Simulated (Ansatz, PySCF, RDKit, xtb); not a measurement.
# SiNH3ClOF: from the formula to a structure, part 2 of 2

Given the formula SiNH3ClOF and nothing else, which arrangement of the atoms is the most stable in the gas at 298.15 K, and what are its properties?

xtb, Ansatz and PySCF; isolated molecules.

## Step 13: Density, orbitals and dipole (PBE0/def2-TZVPD)

The input, input.yaml:

```yaml
crystal:
  periodic: [false, false, false]
  atoms:
    - {symbol: Cl, position_ang: [-3.914586, 2.030551, -0.482095]}
    - {symbol: F, position_ang: [-1.142122, 2.615458, -1.210164]}
    - {symbol: "N", position_ang: [-1.629535, 2.284626, 1.522701]}
    - {symbol: O, position_ang: [-1.399611, 0.213990, -0.202775]}
    - {symbol: Si, position_ang: [-1.914136, 1.768911, -0.058382]}
    - {symbol: H, position_ang: [-2.208187, 2.970578, 1.990739]}
    - {symbol: H, position_ang: [-0.812601, 2.002528, 2.051565]}
    - {symbol: H, position_ang: [-1.177789, -0.086633, -1.092442]}
basis:
  gaussian:
    orbitals: def2-TZVPD
hamiltonian:
  xc: pbe0
output: {forces: true, orbitals: {seedname: orbitals}}
```

Started as:

```bash
ansatz run input.yaml --threads 1 --pin off --max-ram 2610MiB --events-out events.jsonl --progress --plain --runs-dir runs
```

The program printed (excerpt; [...] marks lines left out):

```text
Warning: RAYON_NUM_THREADS=1 ignored (pool sized by the plan → 1); use --threads N
Functional definition: PBE0
  name "PBE0"
[...]
1317 factors; their error is unknown
[...]
mean field -26698.63215348 eV, -981.1566346576 hartree, gradient 5.5e-5 eV, S^2 0.000000; 0 other end points of the search recorded, 0 dependent functions left out
[...]
reference -26698.63220277 eV, -981.1566364690 hartree; 29, 29 occupied and 204, 204 virtual orbitals, 1317 factors
[...]
Atom 3 at    -1.399611     0.213990    -0.202775 Å, force    -0.173063     0.594479    -0.148438 eV/Å
Atom 4 at    -1.914136     1.768911    -0.058382 Å, force     0.338803     0.035663    -0.455122 eV/Å
Atom 5 at    -2.208187     2.970578     1.990739 Å, force     0.217002    -0.244042    -0.169140 eV/Å
Atom 6 at    -0.812601     2.002528     2.051565 Å, force    -0.290920     0.115116    -0.186805 eV/Å
Atom 7 at    -1.177789    -0.086633    -1.092442 Å, force    -0.064036     0.107944     0.253354 eV/Å
Dipole moment:     0.207327    -0.050585     0.254290 e Å
```

Wall time 15 s (1 thread of Intel Xeon Platinum 8259CL at 2.50GHz (Skylake/Cascade Lake), shared host); peak memory 0.64 GiB.

## Step 14: Frequencies after a tight-binding relaxation (GFN2-xTB)

The input, start.xyz:

```xyz
8
c067a
Cl    -3.914586     2.030551    -0.482095
F     -1.142122     2.615458    -1.210164
N     -1.629535     2.284626     1.522701
O     -1.399611     0.213990    -0.202775
Si    -1.914136     1.768911    -0.058382
H     -2.208187     2.970578     1.990739
H     -0.812601     2.002528     2.051565
H     -1.177789    -0.086633    -1.092442
```

Started as:

```bash
xtb start.xyz --gfn 2 --ohess tight
```

The program printed (excerpt; [...] marks lines left out):

```text
[...]
         ::                     SUMMARY                     ::
         :::::::::::::::::::::::::::::::::::::::::::::::::::::
         :: total energy             -19.695139226485 Eh    ::
         :: gradient norm              0.000340778758 Eh/a0 ::
         :: HOMO-LUMO gap              7.883056543895 eV    ::
         ::.................................................::
         :: SCC energy               -19.805672000491 Eh    ::
         :: -> isotropic ES            0.067989700422 Eh    ::
         :: -> anisotropic ES          0.000909516422 Eh    ::
         :: -> anisotropic XC         -0.000827543958 Eh    ::
         :: -> dispersion             -0.005099674766 Eh    ::
         :: repulsion energy           0.110532774006 Eh    ::
         :: add. restraining           0.000000000000 Eh    ::
         :: total charge              -0.000000000000 e     ::
         :::::::::::::::::::::::::::::::::::::::::::::::::::::
[...]
          | TOTAL ENERGY              -19.695139226714 Eh   |
          | TOTAL ENTHALPY            -19.643720042230 Eh   |
          | TOTAL FREE ENERGY         -19.684024309841 Eh   |
          | GRADIENT NORM               0.000340370720 Eh/α |
[...]
```

Run time: 0.46 s. Hardware: 1 thread of Intel Xeon Platinum 8259CL at 2.50GHz (Skylake/Cascade Lake), shared host; peak memory 0.52 GiB.

## Step 15: Electronic excitations (TD-PBE0/def2-SVPD)

An in-house driver calls PySCF's response routines at TD-PBE0/def2-SVPD; it has no typed input.

The program printed:

```text
coarse grid: 8344 points
cycle   1  E = -980.3892717719  dE =  5.038e-01  |g| = 8.289e-01  |ddm| = 3.558e+00
cycle   2  E = -980.2531924567  dE =  1.361e-01  |g| = 1.201e+00  |ddm| = 1.779e+00
cycle   3  E = -980.5169981441  dE = -2.638e-01  |g| = 9.186e-02  |ddm| = 1.026e+00
cycle   4  E = -980.5186153599  dE = -1.617e-03  |g| = 3.675e-02  |ddm| = 1.327e-01
cycle   5  E = -980.5188702994  dE = -2.549e-04  |g| = 9.234e-03  |ddm| = 3.463e-02
cycle   6  E = -980.5188874121  dE = -1.711e-05  |g| = 2.152e-03  |ddm| = 1.123e-02
cycle   7  E = -980.5188883075  dE = -8.954e-07  |g| = 7.084e-04  |ddm| = 2.918e-03
final grid: 73592 points
cycle   8  E = -980.6280484663  dE = -1.156e-05  |g| = 7.093e-03  |ddm| = 2.680e-02
cycle   9  E = -980.6280360631  dE =  1.240e-05  |g| = 1.061e-02  |ddm| = 1.383e-02
cycle  10  E = -980.6280588971  dE = -2.283e-05  |g| = 4.597e-04  |ddm| = 8.277e-03
cycle  11  E = -980.6280589378  dE = -4.076e-08  |g| = 1.306e-04  |ddm| = 5.550e-04
cycle  12  E = -980.6280589407  dE = -2.865e-09  |g| = 5.833e-05  |ddm| = 1.653e-04
cycle  13  E = -980.6280589414  dE = -7.101e-10  |g| = 1.087e-05  |ddm| = 6.855e-05
converged SCF energy = -980.6280589414

Static polarisability (au): isotropic 49.088, principal 43.449 49.102 54.713

Singlet excitations
state   eV       nm        f      main configurations
  1   6.9925    177.3   0.02514   H->L 0.94
  2   7.9981    155.0   0.01162   H->L+1 0.89
  3   8.0569    153.9   0.03283   H-1->L 0.88
  4   8.1752    151.7   0.01711   H->L+2 0.66, H->L+3 0.12, H-2->L 0.10
  5   8.3419    148.6   0.03286   H-2->L 0.83
  6   8.7996    140.9   0.02052   H->L+3 0.63, H->L+2 0.13
  7   8.8228    140.5   0.07087   H-3->L 0.62, H-1->L+1 0.13, H->L+3 0.09
  8   9.1929    134.9   0.00361   H-1->L+1 0.65, H-3->L 0.21

Triplet excitations (Tamm-Dancoff, eV): 6.6181 7.7427 7.8021
```

Wall time 14 s (1 thread of Intel Xeon Platinum 8259CL at 2.50GHz (Skylake/Cascade Lake), shared host); peak memory 0.52 GiB.

The roots found:

```tsv
excited state	energy (eV)	strength
1	6.992	0.0251
2	7.998	0.0116
3	8.057	0.0328
4	8.175	0.0171
5	8.342	0.0329
6	8.800	0.0205
7	8.823	0.0709
8	9.193	0.0036
```

## Step 16: NMR shieldings (GIAO PBE0/pcSseg-1)

An in-house driver calls PySCF's response routines at GIAO PBE0/pcSseg-1; it has no typed input.

The program printed:

```text
coarse grid: 8344 points
cycle   1  E = -980.7827065892  dE =  5.450e-01  |g| = 8.935e-01  |ddm| = 2.637e+00
cycle   2  E = -980.6572197002  dE =  1.255e-01  |g| = 1.254e+00  |ddm| = 1.268e+00
cycle   3  E = -980.9211712387  dE = -2.640e-01  |g| = 8.572e-02  |ddm| = 7.753e-01
cycle   4  E = -980.9224855398  dE = -1.314e-03  |g| = 3.695e-02  |ddm| = 8.938e-02
cycle   5  E = -980.9227125044  dE = -2.270e-04  |g| = 9.001e-03  |ddm| = 2.458e-02
cycle   6  E = -980.9227272248  dE = -1.472e-05  |g| = 2.464e-03  |ddm| = 8.093e-03
cycle   7  E = -980.9227281334  dE = -9.086e-07  |g| = 6.810e-04  |ddm| = 2.020e-03
final grid: 73592 points
cycle   8  E = -980.9613123238  dE = -1.879e-05  |g| = 7.689e-03  |ddm| = 1.129e-02
cycle   9  E = -980.9613011425  dE =  1.118e-05  |g| = 1.075e-02  |ddm| = 1.011e-02
cycle  10  E = -980.9613227130  dE = -2.157e-05  |g| = 6.678e-04  |ddm| = 6.128e-03
cycle  11  E = -980.9613227659  dE = -5.294e-08  |g| = 2.307e-04  |ddm| = 5.040e-04
cycle  12  E = -980.9613227752  dE = -9.277e-09  |g| = 5.782e-05  |ddm| = 1.603e-04
cycle  13  E = -980.9613227758  dE = -5.509e-10  |g| = 1.786e-05  |ddm| = 4.798e-05
converged SCF energy = -980.9613227758

GIAO shielding tensors (ppm)
atom      isotropic    diamagn.    paramagn.     s11        s22        s33       span
  0 Cl     903.291    1145.993    -242.702    813.979    828.358   1067.537    253.558
  1 F      285.894     470.868    -184.975    240.980    253.404    363.296    122.316
  2 N      235.025     318.672     -83.647    202.364    228.354    274.356     71.991
  3 O      271.184     392.591    -121.407    243.132    262.927    307.492     64.359
  4 Si     393.198     877.560    -484.362    368.970    380.841    429.783     60.813
  5 H       30.054      26.272       3.782     22.789     26.788     40.584     17.795
  6 H       29.891      33.001      -3.109     22.627     25.162     41.886     19.259
  7 H       29.021      32.325      -3.305     21.329     23.457     42.277     20.948
```

Wall time 9.9 s (1 thread of Intel Xeon Platinum 8259CL at 2.50GHz (Skylake/Cascade Lake), shared host); peak memory 0.52 GiB.

Isotropic shieldings, averaged over atoms that the bond graph makes equivalent (absolute, not shifts):

```tsv
atoms	shielding (ppm)
Cl1	903.3
F2	285.9
N3	235.0
O4	271.2
Si5	393.2
H6, H7	29.97
H8	29.02
```

## Step 17: The cation at the same geometry (PBE0/def2-TZVPD)

The input, input.yaml:

```yaml
basis:
  gaussian:
    orbitals: def2-TZVPD
crystal:
  periodic: [false, false, false]
  atoms:
    - symbol: Cl
      position_ang: [-3.914586, 2.030551, -0.482095]
    - symbol: F
      position_ang: [-1.142122, 2.615458, -1.210164]
    - symbol: "N"
      position_ang: [-1.629535, 2.284626, 1.522701]
    - symbol: O
      position_ang: [-1.399611, 0.213990, -0.202775]
    - symbol: Si
      position_ang: [-1.914136, 1.768911, -0.058382]
    - symbol: H
      position_ang: [-2.208187, 2.970578, 1.990739]
    - symbol: H
      position_ang: [-0.812601, 2.002528, 2.051565]
    - symbol: H
      position_ang: [-1.177789, -0.086633, -1.092442]
total_charge: 1
magnetization:
  spin_polarized: true
  initial_magnetization: 1
hamiltonian:
  xc: pbe0
```

Started as:

```bash
ansatz run input.yaml --threads 1 --pin off --max-ram 2610MiB --events-out events.jsonl --progress --plain --runs-dir runs
```

The program printed (excerpt; [...] marks lines left out):

```text
Warning: RAYON_NUM_THREADS=1 ignored (pool sized by the plan → 1); use --threads N
[... 2 set-up lines as earlier in the session ...]
[...]
1317 factors; their error is unknown
[...]
mean field -26687.99189523 eV, -980.7656123792 hartree, gradient 1.3e-5 eV, S^2 0.757494; 6 other end points of the search recorded, 0 dependent functions left out
reference -26687.99194170 eV, -980.7656140868 hartree; 29, 28 occupied and 204, 205 virtual orbitals, 1317 factors
Total energy: -26687.99194170 eV, -980.7656140868 hartree
```

Run time: 45 s. Hardware: 1 thread of Intel Xeon Platinum 8259CL at 2.50GHz (Skylake/Cascade Lake), shared host; peak memory 0.77 GiB.

Difference from the parent: 10.64 eV.

## Step 18: The anion at the same geometry (PBE0/def2-TZVPD)

The input, input.yaml:

```yaml
crystal:
  periodic: [false, false, false]
  atoms:
    - {symbol: Cl, position_ang: [-3.914586, 2.030551, -0.482095]}
    - {symbol: F, position_ang: [-1.142122, 2.615458, -1.210164]}
    - {symbol: "N", position_ang: [-1.629535, 2.284626, 1.522701]}
    - {symbol: O, position_ang: [-1.399611, 0.213990, -0.202775]}
    - {symbol: Si, position_ang: [-1.914136, 1.768911, -0.058382]}
    - {symbol: H, position_ang: [-2.208187, 2.970578, 1.990739]}
    - {symbol: H, position_ang: [-0.812601, 2.002528, 2.051565]}
    - {symbol: H, position_ang: [-1.177789, -0.086633, -1.092442]}
basis:
  gaussian: {orbitals: def2-TZVPD}
total_charge: -1
magnetization: {spin_polarized: true, initial_magnetization: 1}
hamiltonian: {xc: pbe0}
scf: {lower_state_search: "off"}
```

Started as:

```bash
ansatz run input.yaml --threads 1 --pin off --max-ram 2610MiB --events-out events.jsonl --progress --plain --runs-dir runs
```

The program printed (excerpt; [...] marks lines left out):

```text
Warning: RAYON_NUM_THREADS=1 ignored (pool sized by the plan → 1); use --threads N
[... 2 set-up lines as earlier in the session ...]
[...]
1317 factors; their error is unknown
[...]
mean field -26697.99416320 eV, -981.1331889472 hartree, gradient 8.4e-6 eV, S^2 0.750273; 0 other end points of the search recorded, 0 dependent functions left out
reference -26697.99419424 eV, -981.1331900881 hartree; 30, 29 occupied and 203, 204 virtual orbitals, 1317 factors
Total energy: -26697.99419424 eV, -981.1331900881 hartree
Checks for a lower state left out: stability, starts, cluster_reference, orbital_swaps, neighbouring_geometries, increment
```

It took 18 s on 1 thread of Intel Xeon Platinum 8259CL at 2.50GHz (Skylake/Cascade Lake), shared host; peak memory 0.69 GiB.

Parent less the species with the added electron: -0.64 eV. The extra electron isn't bound at this geometry, so the number measures the basis, not the molecule.

## Step 19: The triplet at the same geometry (PBE0/def2-TZVPD)

The input, input.yaml:

```yaml
crystal:
  periodic: [false, false, false]
  atoms:
    - symbol: Cl
      position_ang: [-3.914586, 2.030551, -0.482095]
    - symbol: F
      position_ang: [-1.142122, 2.615458, -1.210164]
    - symbol: "N"
      position_ang: [-1.629535, 2.284626, 1.522701]
    - symbol: O
      position_ang: [-1.399611, 0.213990, -0.202775]
    - symbol: Si
      position_ang: [-1.914136, 1.768911, -0.058382]
    - symbol: H
      position_ang: [-2.208187, 2.970578, 1.990739]
    - symbol: H
      position_ang: [-0.812601, 2.002528, 2.051565]
    - symbol: H
      position_ang: [-1.177789, -0.086633, -1.092442]
basis:
  gaussian: {orbitals: def2-TZVPD}
magnetization: {spin_polarized: true, initial_magnetization: 2}
hamiltonian: {xc: pbe0}
```

Started as:

```bash
ansatz run input.yaml --threads 1 --pin off --max-ram 2610MiB --events-out events.jsonl --progress --plain --runs-dir runs
```

The program printed (excerpt; [...] marks lines left out):

```text
Warning: RAYON_NUM_THREADS=1 ignored (pool sized by the plan → 1); use --threads N
[... 2 set-up lines as earlier in the session ...]
[...]
1317 factors; their error is unknown
[...]
mean field -26692.21774960 eV, -980.9209096628 hartree, gradient 5.8e-5 eV, S^2 2.003495; 2 other end points of the search recorded, 0 dependent functions left out
reference -26692.21779447 eV, -980.9209113118 hartree; 30, 28 occupied and 203, 205 virtual orbitals, 1317 factors
Total energy: -26692.21779447 eV, -980.9209113118 hartree
```

Run time: 26 s. Hardware: 1 thread of Intel Xeon Platinum 8259CL at 2.50GHz (Skylake/Cascade Lake), shared host; peak memory 0.77 GiB.

It lies 6.41 eV above the singlet.

## Step 20: Results

What follows sums up all 2 parts.

```
                                                        quantity                                                                    value
                                          lowest structure found                                              N[Si@](O)(F)Cl, singlet, C1
                                                   next finalist            [NH3][Si]([O])([F])[Cl] ‡, singlet, 29.6 kcal/mol higher in G
                       share at equilibrium, among the finalists                                                                  100.0 %
                                                          funnel  20 starts, 18 minima at GFN2-xTB, 8 screening runs, 3 relaxed, 3 ranked
                                            CPU time of all runs                                                                   20 min
harmonic wavenumbers, lowest and highest (B3LYP-D3(BJ)/def2-SVP)                                                        151 and 3874 cm⁻¹
                             rotational constants, same geometry                                            0.1273, 0.08013, 0.07566 cm⁻¹
                                 dipole moment (PBE0/def2-TZVPD)                                                                   1.59 D
                                   HOMO energy (PBE0/def2-TZVPD)                                                                 -8.33 eV
                                   LUMO energy (PBE0/def2-TZVPD)                                                                 -0.36 eV
                                 HOMO–LUMO gap (PBE0/def2-TZVPD)                                                                  7.97 eV
                           lowest excitation (TD-PBE0/def2-SVPD)                                                      6.99 eV (f = 0.025)
                    strongest of the states computed, same level                                                      8.82 eV (f = 0.071)
             lowest triplet excitation, same level, Tamm-Dancoff                                                                  6.62 eV
                                      vertical ionisation energy                                                                 10.64 eV
                                      vertical electron affinity                       -0.64 eV (unbound: the value depends on the basis)
                                   vertical triplet less singlet                                                                 +6.41 eV
```

In words: The search ends on `N[Si@](O)(F)Cl`. Among the finalists first place is clear (29.6 kcal/mol); structures outside the list aren't covered. GFN2-xTB, HF/STO-3G, r2SCAN-D4/def2-SVP, B3LYP-D3(BJ)/def2-SVP, HF/def2-SVP and MP2/def2-SVP already put its bonding pattern lowest among the structures in one piece. The largest share of the time went into the vibrations (34 %). Lowest found is not proven lowest: the search is finite, and each finalist counts with one conformer. Patterns outside the rules of the enumeration were met only by chance.

‡ marks the bonded skeleton alone, with all bonds drawn single: no Lewis structure was assigned that passes a check against the bond lengths.
